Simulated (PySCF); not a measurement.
# C3H3F3O2: the cost of one run

The runs use PySCF 2.14.0, with density-fitted response routines of our own; the level of theory stands in each step. All values are computed, except where a source is named. Atoms are numbered from 0 throughout.

## 1. Starting geometry

11 atoms, charge 0, multiplicity 1; geometry from: GFN2-xTB. The atoms were then displaced at random by about 0.01 Å, so the start is not that level's minimum.

Bonds of the start (Å): F0–C1 1.36, C1–O2 1.39, O2–C3 1.35, C3–F4 1.38, C3–C5 1.54, C5–F6 1.35, C5–O7 1.40, O7–C1 1.37, C1–H8 1.10, C3–H9 1.11, C5–H10 1.11.

## 2. Relaxing the molecule at PBE0-D3(BJ)/def2-SVP

The job: settings as JSON, then the geometry in Å.

```
{"job": {"xc": "PBE0", "basis": "def2-SVP", "d3": "d3bj", "grid": 1, "shake": 0.01, "kind": "geom"}, "charge": 0, "multiplicity": 1}
F      1.590910     0.393790    -1.456370
C      1.291290    -0.266570    -0.307280
O      0.242550    -1.139880    -0.561780
C     -0.886860    -0.561310    -0.111200
F     -1.486430    -1.384950     0.816450
C     -0.476080     0.766210     0.551070
F     -0.784140     1.808500    -0.254820
O      0.913180     0.621230     0.667650
H      2.216500    -0.775920     0.000260
H     -1.654280    -0.430920    -0.903260
H     -0.928550     0.943980     1.543610
```

Command:

```
$ OMP_NUM_THREADS=1 python probes_run.py task.json out
```

One launch serves the whole session: the jobs run in the order shown.

**Question.** How long does this first job take on 1 thread of Arm Neoverse V1, shared host, and how much memory does it need?

About 52 s, with a peak of 0.5 GiB.
